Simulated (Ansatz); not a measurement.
# CH6FNOSi: the cost of one run

Program: Ansatz 0.2.0, driven from Python. The levels of theory stand in the script. These are calculated values, not measurements.

## Step 1: The system

Bond lengths: N1–C2 1.507 Å, C2–Si3 1.878 Å, Si3–O4 1.765 Å, Si3–F5 1.600 Å, N1–H6 1.004 Å, N1–H7 1.053 Å, C2–H8 1.051 Å, C2–H9 1.111 Å, Si3–H10 1.454 Å, O4–H11 1.001 Å. Angles (14 of 16 angles, heavy atoms first): N1–C2–Si3 111.0°, C2–Si3–O4 111.3°, C2–Si3–F5 110.0°, O4–Si3–F5 106.0°, N1–C2–H8 111.4°, N1–C2–H9 107.6°, Si3–C2–H8 107.8°, Si3–C2–H9 110.8°, C2–N1–H6 108.4°, C2–N1–H7 104.8°, C2–Si3–H10 111.9°, O4–Si3–H10 106.9°, F5–Si3–H10 110.5°, Si3–O4–H11 106.6°.

The script holds or builds the structure itself.

## Step 2: Script

methods_ch6fnosi.py reads:

```python
"""One geometry of CH6FNOSi, method by method."""

from pathlib import Path

import ansatz as az
from ase import Atoms
import numpy as np

atoms = Atoms(["N", "C", "Si", "O", "F", "H", "H", "H", "H", "H", "H"], positions=[
    (-0.4818, 0.1336, 1.4756),
    (-0.7857, 0.4922, 0.0443),
    (0.3804, -0.393, -1.1327),
    (1.9838, -0.5889, -0.4218),
    (-0.1558, -1.8722, -1.4256),
    (0.3573, 0.6104, 1.7508),
    (-1.2174, 0.6326, 2.0404),
    (-1.769, 0.2282, -0.2175),
    (-0.685, 1.5938, -0.0539),
    (0.5555, 0.3399, -2.3762),
    (1.8831, -1.2336, 0.3371),
])
geometry = az.Crystal.molecule_from_ase(atoms)

job = geometry.calculation()
job = job.basis(gaussian="cc-pVDZ").accuracy("high")

print("functional    E (Ha)        dipole (D)   HOMO (eV)  LUMO (eV)")
for name in ["cam_b3lyp", "lc_wpbe", "b3lyp", "hse06", "r2scan"]:
    data = job.functional(name).forces().orbitals().run(threads=1, runs_dir="runs").report
    lines = Path(data["orbitals_path"]).read_text().splitlines()
    field_of = lambda key: [line.split("=")[1].strip() for line in lines if line.startswith(key)]
    orbitals = [(27.211386 * float(e), s, float(n)) for e, s, n in zip(field_of("Ene="), field_of("Spin="), field_of("Occup="))]
    homo = max(e for e, _, n in orbitals if n > 0.5)
    lumo = min(e for e, _, n in orbitals if n < 0.5)
    dipole = 4.803205 * np.linalg.norm(data["charge_distribution"]["dipole_moment_e_ang"])
    print(f"{name:10s} {data['free_energy_ev'] / 27.211386246:14.6f} {dipole:9.3f} {homo:11.3f} {lumo:10.3f}")
```

## Step 3: The input behind the calls

The engine receives this input (first run):

```yaml
crystal:
  periodic: [false, false, false]
  atoms:
    - { symbol: "N", position_ang: [-0.4818, 0.1336, 1.4756] }
    - { symbol: C, position_ang: [-0.7857, 0.4922, 0.0443] }
    - { symbol: Si, position_ang: [0.3804, -0.393, -1.1327] }
    - { symbol: O, position_ang: [1.9838, -0.5889, -0.4218] }
    - { symbol: F, position_ang: [-0.1558, -1.8722, -1.4256] }
    - { symbol: H, position_ang: [0.3573, 0.6104, 1.7508] }
    - { symbol: H, position_ang: [-1.2174, 0.6326, 2.0404] }
    - { symbol: H, position_ang: [-1.769, 0.2282, -0.2175] }
    - { symbol: H, position_ang: [-0.685, 1.5938, -0.0539] }
    - { symbol: H, position_ang: [0.5555, 0.3399, -2.3762] }
    - { symbol: H, position_ang: [1.8831, -1.2336, 0.3371] }
accuracy: high
basis:
  gaussian:
    orbitals: cc-pVDZ
hamiltonian:
  xc: cam_b3lyp
output:
  orbitals: {}
  forces: true
```

## Step 4: Running it

Run with:

```bash
python methods_ch6fnosi.py
```

What time and memory should one allow on 1 thread of Arm Neoverse N1, shared host?

About 2.5 min, with a peak of 0.53 GiB.
